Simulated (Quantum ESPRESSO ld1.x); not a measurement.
**Ionisation of Pd⁺: one atom, several choices of relativity**

Aim: the ionisation energy of Pd⁺ ([Kr] 4d9) to Pd²⁺ ([Kr] 4d8) for each choice of relativity, and which comes nearest the tabulated value.

Program: Quantum ESPRESSO ld1.x 7.5. Level of theory: Kohn-Sham, PW91, spin-unpolarised, spherical densities. These are calculated values, not measurements, unless marked.

## Step 1: What is computed

```
element       : palladium (Z = 46)
charge        : +1
electrons     : 45
configuration : [Kr] 4d9
ion           : Pd²⁺, [Kr] 4d8
choices       : Dirac, c × 2; Dirac, c × 1.25; Dirac, c × 100
```

Outer shells as boxes (Hund's rule):

Pd⁺
```
[Kr] core
4d [↑↓][↑↓][↑↓][↑↓][↑ ]
```

Pd²⁺
```
[Kr] core
4d [↑↓][↑↓][↑↓][↑ ][↑ ]
```

## Step 2: Dirac, c × 2: Pd⁺

ld1.in

```fortran
 &input
    zed=46.0,
    iswitch=1,
    rel=2,
    dft='PW91',
    config='[Kr] 4d9',
    cau_fact=274.072,
    rel_dist='average',
    verbosity='high',
    lsmall=.true.,
    prefix='ld1',
    max_out_wfc=37,
    file_charge='ld1.rho',
 /
```

## Step 3: Dirac, c × 2: Pd²⁺

ld1.in: that of step 2 with these lines changed.

```diff
@@ -5,3 +5,3 @@
     dft='PW91',
-    config='[Kr] 4d9',
+    config='[Kr] 4d8',
     cau_fact=274.072,
```

## Step 4: Dirac, c × 1.25: Pd⁺

ld1.in: that of step 3 with these lines changed.

```diff
@@ -5,4 +5,4 @@
     dft='PW91',
-    config='[Kr] 4d8',
-    cau_fact=274.072,
+    config='[Kr] 4d9',
+    cau_fact=171.295,
     rel_dist='average',
```

## Step 5: Dirac, c × 1.25: Pd²⁺

ld1.in: that of step 4 with these lines changed.

```diff
@@ -5,3 +5,3 @@
     dft='PW91',
-    config='[Kr] 4d9',
+    config='[Kr] 4d8',
     cau_fact=171.295,
```

## Step 6: Dirac, c × 100: Pd⁺

ld1.in: that of step 5 with these lines changed.

```diff
@@ -5,4 +5,4 @@
     dft='PW91',
-    config='[Kr] 4d8',
-    cau_fact=171.295,
+    config='[Kr] 4d9',
+    cau_fact=13703.6,
     rel_dist='average',
```

## Step 7: Dirac, c × 100: Pd²⁺

ld1.in: that of step 6 with these lines changed.

```diff
@@ -5,3 +5,3 @@
     dft='PW91',
-    config='[Kr] 4d9',
+    config='[Kr] 4d8',
     cau_fact=13703.6,
```

**Question.** What will these runs give? Wanted: for each run, relativity; E(Pd⁺); Δ-SCF; −ε(HOMO); <r> HOMO.

The runs gave:

```csv
relativity,E(Pd⁺) (hartree),Δ-SCF (eV),−ε(HOMO) (eV),<r> HOMO (bohr),"time, both runs"
"Dirac, c × 2",-4965.92,21.112,14.799,1.453,3.4 s
"Dirac, c × 1.25",-5007.42,20.997,14.640,1.462,2.8 s
"Dirac, c × 100",-4940.25,21.187,14.903,1.447,2.6 s
```

In words: The ionisation energies span 0.19 eV, the total energies of Pd⁺ 1828 eV (scaled speeds of light included): most of the change in the total cancels in the difference. Levels marked c × scale the speed of light and are no model of nature. Spin polarisation and multiplet splitting of open shells are left out at every level.
